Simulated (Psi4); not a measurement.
# CH5BClNO (SMILES NB(Cl)CO), step by step

We compute a geometry optimisation (wB97X-D/def2-SVP), then the harmonic vibrations of CH5BClNO. 

The results are computed with Psi4 1.11.

**1. Starting point**

The species is CH5BClNO (10 atoms), meant as a singlet with charge 0. SMILES: `NB(Cl)CO`. The shape is that of a PBE0-D4/def2-TZVP optimisation. This is a higher conformer, about 10 kJ/mol above the lowest found by a separate search. The run starts from this shape.

Bond lengths: N1–B2 1.386 Å, B2–Cl3 1.784 Å, B2–C4 1.577 Å, C4–O5 1.413 Å, N1–H6 1.005 Å, N1–H7 1.006 Å, C4–H8 1.096 Å, C4–H9 1.105 Å, O5–H10 0.962 Å. Some angles: N1–B2–Cl3 118.3°, N1–B2–C4 123.5°, Cl3–B2–C4 118.2°, B2–C4–O5 116.0°, B2–N1–H6 123.2°, B2–N1–H7 122.4°, B2–C4–H8 109.8°, B2–C4–H9 107.4°, O5–C4–H8 107.3°, O5–C4–H9 110.4°.

**2. A geometry optimisation at wB97X-D/def2-SVP (density fitting) (run 1)**

File ch5bclno.inp:

```
memory 1600 MB

molecule {
  0 1
  N     -1.481300     0.770100     0.263800
  B     -0.131200     0.458300     0.272600
  Cl     0.978400     1.531400     1.166200
  C      0.484800    -0.764800    -0.509200
  O      1.724500    -1.243900    -0.030200
  H     -1.860400     1.585400     0.713900
  H     -2.164100     0.196600    -0.201200
  H     -0.217400    -1.606600    -0.495200
  H      0.570000    -0.469000    -1.570200
  H      2.179800    -0.508700     0.392200
}

set basis def2-SVP
set geom_maxiter 60

result, w = optimize('wb97x-d', return_wfn=True)
```

Started as:

```
$ psi4 ch5bclno.inp ch5bclno.out -n 1
```

ch5bclno.out:

```text
[...]
  Running in c1 symmetry.
[...]
  Nuclear repulsion =  209.056385076964602
[...]
  Multiplicity = 1
[...]
  Nalpha       = 24
  Nbeta        = 24
[...]
    Number of basis functions: 99
[...]
   @DF-RKS iter   1:  -655.63376807037264   -3.81187e-01   7.50528e-03 ADIIS/DIIS
[...]
   @DF-RKS iter   7:  -655.88084832143943   -3.41061e-12   6.44451e-09 DIIS
[...]
    Orbital Energies [Eh]
    ---------------------
    Doubly Occupied:
       1A   -101.664573     2A    -19.238963     3A    -14.461494
       4A    -10.323099     5A     -9.572257     6A     -7.323464
       7A     -7.318045     8A     -7.317413     9A     -6.903037
      10A     -1.096666    11A     -0.980318    12A     -0.913601
      13A     -0.764575    14A     -0.624338    15A     -0.618215
      16A     -0.575207    17A     -0.529802    18A     -0.509560
      19A     -0.468931    20A     -0.434831    21A     -0.401540
      22A     -0.389199    23A     -0.377925    24A     -0.337910
[...]
  @DF-RKS Final Energy:  -655.88084832143943
   => Energetics <=
    Nuclear Repulsion Energy =            208.1120784122439886
    One-Electron Energy =               -1314.8879202198904750
    Two-Electron Energy =                 490.1062640489367368
    DFT Exchange-Correlation Energy =     -39.2079929463235359
    Empirical Dispersion Energy =          -0.0032776164061397
    VV10 Nonlocal Energy =                  0.0000000000000000
    Total Energy =                       -655.8808483214394300
[...]
 Multipole Moments:
 ------------------------------------------------------------------------------------
     Multipole            Electronic (a.u.)      Nuclear  (a.u.)        Total (a.u.)
 ------------------------------------------------------------------------------------
 L = 1.  Multiply by 2.5417464519 to convert [e a0] to [Debye]
 Dipole X            :          2.2007468           -3.4255950           -1.2248483
 Dipole Y            :          4.4178324           -3.9674315            0.4504009
 Dipole Z            :          3.2204899           -3.4772911           -0.2568012
 Magnitude           :                                                    1.3300606
[...]
  -Total Gradient:
     Atom            X                  Y                   Z
    ------   -----------------  -----------------  -----------------
       1        0.000007450808     0.000045987874     0.000038282218
       2       -0.000012863868     0.000025029592    -0.000013892156
       3        0.000031507320     0.000072746998     0.000032810192
       4       -0.000061211672     0.000077946270     0.000065271522
       5        0.000063547190     0.000020578406     0.000057292571
       6        0.000007927157     0.000073621694     0.000035210735
       7       -0.000006195375     0.000028146220     0.000056388630
       8        0.000008795281     0.000022810178     0.000073536467
       9        0.000013651506     0.000034118705     0.000075635620
      10        0.000003935482     0.000059199363     0.000040799721
[...]
    Final optimized geometry and variables:
    Molecular point group: c1
    Full point group: C1
    Geometry (in Angstrom), charge = 0, multiplicity = 1:
    N           -1.961468446664     0.310988564983    -0.118532587460
    B           -0.601232744100     0.029899274520    -0.153755960325
    CL           0.525683708733     1.162833534152     0.665807634090
    C            0.032392533194    -1.200340612171    -0.928266702503
    O            1.194661445255    -1.741969938964    -0.347081462714
    H           -2.344600665560     1.132122911764     0.331773664749
    H           -2.652564511614    -0.295875908936    -0.539617767761
    H           -0.707189795502    -2.015393229563    -1.008116181321
    H            0.215069321001    -0.870596749570    -1.976447850132
    H            1.724711868600    -1.006514602675    -0.021665006203
[...]
```

Standard output:

```text
Optimizer: Optimization complete!
```

Run time: 78 s. Hardware: 1 thread of Intel Xeon Platinum 8375C at 2.90GHz (Ice Lake), shared host; peak memory 0.9 GiB.

Step by step:

```csv
step,energy from the first frame kept (eV),largest force (eV/Å)
0,0.0000,0.5801
1,-0.0113,0.1412
2,-0.0123,0.0302
3,-0.0128,0.0559
4,-0.0132,0.0656
5,-0.0134,0.0390
6,-0.0134,0.0097
7,-0.0135,0.0061
```

After the run. Bond lengths: N1–B2 1.389 Å, B2–Cl3 1.796 Å, B2–C4 1.586 Å, C4–O5 1.408 Å, N1–H6 1.012 Å, N1–H7 1.012 Å, C4–H8 1.103 Å, C4–H9 1.114 Å, O5–H10 0.963 Å. Some angles: N1–B2–Cl3 118.4°, N1–B2–C4 124.1°, Cl3–B2–C4 117.5°, B2–C4–O5 115.3°, B2–N1–H6 123.1°, B2–N1–H7 122.5°, B2–C4–H8 109.9°, B2–C4–H9 107.2°, O5–C4–H8 107.4°, O5–C4–H9 111.5°.

**3. The harmonic vibrations at wB97X-D/def2-SVP (density fitting) (run 2)**

File run.py:

```python
import psi4

psi4.set_memory(1600000000)
psi4.set_num_threads(1)
psi4.core.set_output_file('output.dat', False)

molecule = psi4.geometry("""
N
B 1 1.389421
Cl 2 1.795875 1 118.36754
C 2 1.585824 1 124.08965 3 -177.2314
O 4 1.407838 2 115.25834 1 -148.18234
H 1 1.011844 2 123.10354 4 -176.04807
H 1 1.01154 6 114.42046 2 179.68102
H 4 1.10348 5 107.39923 2 -122.85084
H 4 1.113906 8 105.09807 5 118.8715
H 5 0.963194 4 107.45927 8 -162.37219
""")

psi4.set_options({
    'basis': 'def2-SVP',
    'reference': 'rks',
    't': 900.0,
    'rotational_symmetry_number': 1,
})

e_tot = psi4.frequency('wb97x-d', molecule=molecule)
print('E =', round(e_tot, 9))
```

Started as:

```
$ python run.py
```

output.dat (excerpt; [...] marks lines left out):

```text
[...]
  Running in c1 symmetry.
[...]
  Nuclear repulsion =  208.112079487080194
[...]
  Multiplicity = 1
[...]
  Nalpha       = 24
  Nbeta        = 24
[...]
    Number of basis functions: 99
[...]
   @DF-RKS iter   1:  -655.63612330205706   -4.18688e-01   7.46791e-03 DIIS/ADIIS
[...]
   @DF-RKS iter  12:  -655.88084718536572   -9.89075e-12   6.71287e-09 DIIS
[...]
  @DF-RKS Final Energy:  -655.88084718536572
   => Energetics <=
    Nuclear Repulsion Energy =            208.1187203648052559
    One-Electron Energy =               -1314.8993981808891931
    Two-Electron Energy =                 490.1113338742433143
    DFT Exchange-Correlation Energy =     -39.2082260358518582
    Empirical Dispersion Energy =          -0.0032772076732617
    VV10 Nonlocal Energy =                  0.0000000000000000
    Total Energy =                       -655.8808471853657238
[...]
 Multipole Moments:
[...]
  -Total Gradient:
     Atom            X                  Y                   Z
    ------   -----------------  -----------------  -----------------
       1        0.000001459435    -0.000065248706    -0.000013584511
       2        0.000021275520    -0.000009486338    -0.000005152333
       3       -0.000017434080    -0.000085790134     0.000013575054
       4        0.000191427440    -0.000260815217    -0.000202344132
       5       -0.000135885463    -0.000528656550     0.000374614796
       6       -0.000012271536    -0.000080322595    -0.000008504317
       7        0.000035974743    -0.000052811919    -0.000013900574
       8        0.000110563001    -0.000076086696     0.000016519666
       9       -0.000081134070    -0.000041164004     0.000228735179
      10        0.000029614744     0.000566404653    -0.000436503618
[...]
  ==> Harmonic Vibrational Analysis <==
[...]
  Freq [cm^-1]                 74.0735             179.5896            319.4119
[...]
  IR activ [km/mol]             2.4474              8.6028              0.5609
[...]
  Freq [cm^-1]                 331.5338            361.9294            512.5462
[...]
  IR activ [km/mol]            86.9666             39.3941             69.5946
[...]
  Freq [cm^-1]                1172.9659           1213.7853           1306.7687
[...]
  Freq [cm^-1]                1372.7860           1450.8672           1473.1554
[...]
  Freq [cm^-1]                1608.9755           2952.9706           3081.0112
[...]
  Freq [cm^-1]                3636.0258           3745.2047           3883.5812
[...]
```

The script printed:

```text
Warning: used thermodynamics relations inappropriate for low-frequency modes: ['74.0735' '179.5896' '319.4119' '331.5338' '361.9294' '512.5462'
 '551.6752' '589.4112' '604.6723']
E = -655.880848308
```

Wall time 9.9 min (1 thread of Intel Xeon Platinum 8375C at 2.90GHz (Ice Lake), shared host); peak memory 0.89 GiB.

**4. Summary of results**

| quantity | value |
| --- | --- |
| run 1, wB97X-D/def2-SVP: total energy at the end | -655.88085 Eh |
| run 1, wB97X-D/def2-SVP: dipole moment | 3.38 D |
| run 1, wB97X-D/def2-SVP: HOMO energy | -9.20 eV |
| run 1, wB97X-D/def2-SVP: LUMO energy | 2.50 eV |
| run 1, wB97X-D/def2-SVP: HOMO–LUMO gap | 11.69 eV |
| run 1, wB97X-D/def2-SVP: dispersion energy | -8.61 kJ/mol |
| run 2, wB97X-D/def2-SVP: lowest harmonic wavenumber | 74 cm⁻¹ |
| run 2, wB97X-D/def2-SVP: highest harmonic wavenumber | 3884 cm⁻¹ |
| run 2, wB97X-D/def2-SVP: zero-point energy | 198.7 kJ/mol |
| run 2, wB97X-D/def2-SVP: ideal-gas entropy at 900 K (symmetry number 1 as used) | 114.6 cal/(mol K) |

**Reading.** The optimisation (run 1, wB97X-D/def2-SVP) took 8 steps and changed the energy by -0.013 eV. All 24 modes (run 2, wB97X-D/def2-SVP) are real, so the shape is a minimum at this level.
